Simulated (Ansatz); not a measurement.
# ScAs5: the cost of one run

Program: Ansatz 0.2.0. Level of theory: DFT PBE, scalar-relativistic, plane waves, PAW. These are calculated values, not measurements.

## (1) The system as given

It takes space group P6/mmm (No. 191, hexagonal). Conventional cell: a = 5.357 Å, b = 5.357 Å, c = 5.107 Å, α = 90.00°, β = 90.00°, γ = 120.00°. Sc (site symmetry 6/mmm) has 6 As at 3.09 Å as nearest neighbours. As (site symmetry mmm) is surrounded by 8 As at 2.68 to 2.99 Å. As (site symmetry -6m2) has 9 As at 2.99 to 3.09 Å and 3 Sc at 3.09 Å as nearest neighbours.

Structure file:

```cif
data_structure
_symmetry_space_group_name_H-M 'P 1'
_symmetry_Int_Tables_number 1
_cell_length_a 5.3570
_cell_length_b 5.3570
_cell_length_c 5.1071
_cell_angle_alpha 90.000
_cell_angle_beta 90.000
_cell_angle_gamma 120.000
_cell_volume 126.93
loop_
_atom_site_label
_atom_site_type_symbol
_atom_site_fract_x
_atom_site_fract_y
_atom_site_fract_z
_atom_site_occupancy
Sc1 Sc 0.00000 0.00000 0.00000 1
As1 As 0.00000 0.50000 0.50000 1
As2 As 0.33333 0.66667 0.00000 1
As3 As 0.66667 0.33333 0.00000 1
As4 As 0.50000 0.00000 0.50000 1
As5 As 0.50000 0.50000 0.50000 1
```

The cell was relaxed beforehand at this level, from a database cell with other species swapped in; it is a trial structure. At a tolerance of 0.05 Å it has space group P6/mmm (No. 191); it has 21.15 Å³/atom, an uncorrected energy of +0.19 eV/atom over the elements.

## (2) Bands, states and charges

Input file input.yaml:

```yaml
crystal:
  lattice:
    - [5.3570423063, 0.0, 0.0]
    - [-2.6785211532, 4.6393347264, 0.0]
    - [0.0, 0.0, 5.1070882463]
  atoms:
    - { symbol: Sc, position: [0.0, 0.0, 0.0] }
    - { symbol: As, position: [0.0, 0.5, 0.5] }
    - { symbol: As, position: [0.3333333333, 0.6666666667, 0.0] }
    - { symbol: As, position: [0.6666666667, 0.3333333333, 0.0] }
    - { symbol: As, position: [0.5, 0.0, 0.5] }
    - { symbol: As, position: [0.5, 0.5, 0.5] }
basis:
  ecutwfc: 420
kpoints:
  mp_grid: { grid: [12, 12, 8] }
  band_path:
    path:
      - [[0.0, 0.0, 0.0], [0.5, 0.0, 0.0], [0.33333333, 0.33333333, 0.0], [0.0, 0.0, 0.0], [0.0, 0.0, 0.5], [0.5, 0.0, 0.5], [0.33333333, 0.33333333, 0.5], [0.0, 0.0, 0.5]]
      - [[0.5, 0.0, 0.5], [0.5, 0.0, 0.0]]
      - [[0.33333333, 0.33333333, 0.5], [0.33333333, 0.33333333, 0.0]]
    npoints: 14
hamiltonian:
  xc: pbe
scf:
  occupations: { method: gaussian, width: 0.1 }
  n_extra_bands: 15
output:
  forces: true
  stress: true
  eigenvalues: true
  populations: true
  dos: { projected: true, de: 0.02, nscf_kmesh: { grid: [15, 15, 10] } }
  bader: true
  write_density: true
  write_potential: true
  elf: true
  volumetric_format: npy
```

Run with:

```
$ ansatz run input.yaml --threads 1 --pin off --max-ram 2560MiB --backend cpu --events-out ev --progress --plain --runs-dir out
```

**Question.** How long does this run take on 1 thread of Arm Neoverse V1, shared host, and how much memory does it need?

About 2.4 min, with a peak of 0.95 GiB.
